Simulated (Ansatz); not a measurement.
# Si2B2C: the cost of one run

Program: Ansatz 0.2.0. Level of theory: DFT PBE, scalar-relativistic, plane waves, PAW. These are calculated values, not measurements.

### Step 1. The system as given

The structure is hexagonal, space group P6_3/mmc (No. 194). Conventional cell: a = 3.235 Å, b = 3.235 Å, c = 11.951 Å, α = 90.00°, β = 90.00°, γ = 120.00°. Si (site symmetry 3m) is surrounded by 4 B at 1.88 to 1.92 Å. Around B (site symmetry 3m) lie 4 Si at 1.88 to 1.92 Å. C (site symmetry -6m2) has 6 B at 2.61 Å and 6 Si at 2.94 Å as nearest neighbours.

As a file:

```xyz
10
Lattice="3.2352 0.0000 0.0000 -1.6176 2.8018 0.0000 0.0000 0.0000 11.9508" Properties=species:S:1:pos:R:3 pbc="T T T"
Si    1.6176    0.9339    6.6955
Si    1.6176    0.9339   11.2307
Si    0.0000    1.8679    5.2553
Si    0.0000    1.8679    0.7201
B     1.6176    0.9339    4.8108
B     1.6176    0.9339    1.1646
B     0.0000    1.8679   10.7862
B     0.0000    1.8679    7.1400
C     0.0000    0.0000    8.9631
C     0.0000    0.0000    2.9877
```

The cell is invented: species swapped into a database cell of Ho2TeO2 (P6_3/mmc, No. 194), with B on the Ho sites, C on the Te sites and Si on the O sites. Its size is a rough estimate.

### Step 2. The guess as it stands, on a coarse mesh

input.yaml

```yaml
crystal:
  lattice:
    - [3.23522307, 0.0, 0.0]
    - [-1.61761153, 2.80178536, 0.0]
    - [0.0, 0.0, 11.95081593]
  atoms:
    - { symbol: Si, position: [0.66666667, 0.33333333, 0.56025702] }
    - { symbol: Si, position: [0.66666667, 0.33333333, 0.93974298] }
    - { symbol: Si, position: [0.33333333, 0.66666667, 0.43974298] }
    - { symbol: Si, position: [0.33333333, 0.66666667, 0.06025702] }
    - { symbol: B, position: [0.66666667, 0.33333333, 0.402549] }
    - { symbol: B, position: [0.66666667, 0.33333333, 0.097451] }
    - { symbol: B, position: [0.33333333, 0.66666667, 0.902549] }
    - { symbol: B, position: [0.33333333, 0.66666667, 0.597451] }
    - { symbol: C, position: [0.0, 0.0, 0.75] }
    - { symbol: C, position: [0.0, 0.0, 0.25] }
basis:
  ecutwfc: 420
kpoints:
  mp_grid: { grid: [6, 6, 2] }
hamiltonian:
  xc: pbe
scf:
  occupations: { method: gaussian, width: 0.1 }
  lower_state_search: "off"
output:
  forces: true
  stress: true
  eigenvalues: true
```

The run is started by

```bash
$ ansatz run input.yaml --threads 1 --pin off --max-ram 2560MiB --backend cpu --events-out ev --progress --plain --runs-dir out
```

What time and memory should one allow on 1 thread of Arm Neoverse V1, shared host?

About 2.8 s, with a peak of 0.34 GiB.
